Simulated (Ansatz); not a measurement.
What does this script print? It uses the Ansatz DFT code, driven from Python.

Contents of `geh4o2se.xyz`:
```text
8

O    -0.43100    0.99580   -1.46610
Ge    0.02600    0.16180   -0.00450
O     1.60980   -0.56070   -0.28220
Se   -1.45280   -1.52610    0.47290
H    -1.35550    1.42620   -1.26020
H     0.09720    1.16880    1.18730
H     2.27050    0.21410   -0.40560
H    -0.67200   -1.93700    1.70260
```

`geh4o2se.py`
```python
"""Potential curve of GeH4O2Se along one bond."""

import ansatz
import numpy as np

mol = ansatz.Crystal.molecule_from_extxyz("geh4o2se.xyz")

symbols = [site.symbol for site in mol.cartesian_sites]
start = np.array([site.position_ang for site in mol.cartesian_sites])
axis = (start[2] - start[1]) / np.linalg.norm(start[2] - start[1])
moving = [2, 6]
lengths, energies = [1.551, 1.622, 1.692, 1.763, 1.833, 1.904, 1.974, 2.08], []
for length in lengths:
    xyz = start.copy()
    xyz[moving] += (length - np.linalg.norm(start[2] - start[1])) * axis
    point = ansatz.Crystal.molecule()
    for symbol, xyz in zip(symbols, xyz):
        point = point.atom(symbol, xyz.tolist())
    model = (
        point.calculation()
        .basis(gaussian="def2-SVP")
        .functional("r2scan0")
    )
    r = model.run(threads=1, pin="off").report
    energies.append(r["free_energy_ev"])
    print(f"r = {length:6.3f} A  E = {energies[-1]:.5f} eV  <S^2> = {abs(r['mean_field']['state']['spin_squared']):.3f}")

# quartic fit about the minimum
fit = np.polynomial.Polynomial.fit(lengths, np.array(energies) - min(energies), 4).convert()
roots = [r.real for r in fit.deriv().roots() if abs(r.imag) < 1e-9 and fit.deriv(2)(r.real) > 0]
r_e = min(roots, key=lambda r: abs(r - lengths[int(np.argmin(energies))]))
print(f"minimum of the fit at {r_e:.4f} A, force constant {fit.deriv(2)(r_e):.2f} eV/A^2")
```

```console
$ python geh4o2se.py
r =  1.551 A  E = -126005.63087 eV  <S^2> = 0.000
r =  1.622 A  E = -126006.21294 eV  <S^2> = 0.000
r =  1.692 A  E = -126006.49678 eV  <S^2> = 0.000
r =  1.763 A  E = -126006.57830 eV  <S^2> = 0.000
r =  1.833 A  E = -126006.51701 eV  <S^2> = 0.000
r =  1.904 A  E = -126006.35638 eV  <S^2> = 0.000
r =  1.974 A  E = -126006.13284 eV  <S^2> = 0.000
r =  2.080 A  E = -126005.72042 eV  <S^2> = 0.000
minimum of the fit at 1.7623 A, force constant 28.93 eV/A^2
```

Total energies depend on the basis set; only differences at equal settings carry meaning. The rest of the molecule is held rigid at a force-field or estimated start geometry, and the basis set is modest; single-reference methods fail as a bond breaks. The orbitals are restricted, so S² is zero by construction. It ran for 71 s on 1 thread of Arm Neoverse V1, with other jobs on the host, peak memory 0.36 GiB.

(Lines on the test bed's own set-up are left out of the output.)
